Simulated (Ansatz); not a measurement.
# AlFH₅NSi: basis-set convergence

The task here is to estimate one member of a computed series from the others.

The runs use Ansatz 0.2.0, Gaussian basis; one geometry, several basis sets.

Levels to be run: PBE0-D4/def2-SVP; ωB97M-V/def2-SVP; PBE0-D4/def2-QZVPP; ωB97M-V/def2-QZVPP; the functionals' def2-TZVPP values are taken from earlier runs.

**The relaxed structure**

All runs share one geometry, relaxed beforehand with PBE0-D4 in a triple-zeta def2 set.

9 atoms, charge 0, spin multiplicity 1.

Atoms are counted from 1 here; the program's logs count them from 0.

Bond lengths: F1–Si2 1.603 Å, Si2–N3 1.707 Å, Si2–H5 1.482 Å, Si2–H6 1.480 Å, N3–Al4 1.790 Å, N3–H7 1.013 Å, Al4–H8 1.581 Å, Al4–H9 1.579 Å. Angles: F1–Si2–N3 112.0°, F1–Si2–H5 105.5°, F1–Si2–H6 107.0°, N3–Si2–H5 111.3°, N3–Si2–H6 108.3°, H5–Si2–H6 112.7°, Si2–N3–Al4 128.8°, Si2–N3–H7 114.9°, Al4–N3–H7 116.4°, N3–Al4–H8 117.4°, N3–Al4–H9 117.5°, H8–Al4–H9 125.1°.

Set-up of the first run:

File in.yaml:

```yaml
crystal:
  periodic: [false, false, false]
  atoms:
    - {symbol: F, position_ang: [-1.183527, 1.367000, -1.708181]}
    - {symbol: Si, position_ang: [0.076642, 1.161073, -0.739337]}
    - {symbol: N, position_ang: [0.300464, -0.478427, -0.321192]}
    - {symbol: Al, position_ang: [-0.169839, -1.324869, 1.183734]}
    - {symbol: H, position_ang: [1.241075, 1.690078, -1.488132]}
    - {symbol: H, position_ang: [-0.200740, 1.922836, 0.498968]}
    - {symbol: H, position_ang: [0.732644, -1.045894, -1.039961]}
    - {symbol: H, position_ang: [0.153624, -2.869628, 1.281355]}
    - {symbol: H, position_ang: [-0.861744, -0.468569, 2.315444]}
basis:
  gaussian: {orbitals: def2-SVP}
hamiltonian: {xc: pbe0, dispersion: d4}
output: {orbitals: {seedname: orbitals}}
```

On the command line:

```console
$ ansatz run in.yaml --threads 2 --pin off --events-out ev --progress --plain --max-ram 4352MiB
```

Among the steps run: PBE0-D4 in def2-SVP; ωB97M-V in def2-SVP; PBE0-D4 in def2-QZVPP; ωB97M-V in def2-QZVPP.

One table of the session follows, with a row left open; its other results are not shown here.

It belongs to the step «Functionals by basis». 

| functional | basis | HOMO (eV) |
| --- | --- | --- |
| PBE0-D4 | def2-SVP | -8.37 |
| PBE0-D4 | def2-TZVPP | -8.46 |
| PBE0-D4 | def2-QZVPP | ? |
| ωB97M-V | def2-SVP | -10.69 |
| ωB97M-V | def2-TZVPP | -10.82 |
| ωB97M-V | def2-QZVPP | -10.83 |

Estimate the missing values for PBE0-D4, def2-QZVPP.

The run gave: HOMO (eV): -8.48. In the column «HOMO (eV)» it lies between ωB97M-V, def2-SVP (-10.69) and PBE0-D4, def2-TZVPP (-8.46).
